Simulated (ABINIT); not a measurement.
Runs of ABINIT 10.8.3 (patched build) on BiTe. Symmetry: Fm-3m, No. 225, cubic system. Conventional cell: a = 6.470 Å, b = 6.470 Å, c = 6.470 Å, α = 90.00°, β = 90.00°, γ = 90.00°. Bi (site symmetry m-3m) has 6 Te at 3.23 Å as nearest neighbours. Around Te (site symmetry m-3m) lie 6 Bi at 3.23 Å. 

```csv
task,level,potentials or basis,cutoff (eV),fine-grid cutoff,V0 of scaled cells (Å³/atom),B0 (GPa)
equation of state,r2SCAN,JTH PAW PBE v2.0,707,1306.15 eV,33.90,51
equation of state,LDA,JTH PAW LDA v2.0,816,1414.99 eV,32.05,57
equation of state,PBEsol,JTH PAW PBE v2.0,599,1197.3 eV,(a),53
equation of state,PBE,JTH PAW PBE v2.0,599,1197.3 eV,34.45,(b)
```

Alike in all rows: no spin polarisation; cell as given; k mesh 7 × 7 × 7; smearing fermi-dirac 0.05 eV.

Fill in the values left out.

(a) 32.79; (b) 47.

Caveats: pressures at fixed basis lie under the slope of the energies; the PAW data sets were made with another functional, which shifts forces and pressure a little (some runs).

Not every run made on this cell is shown here.
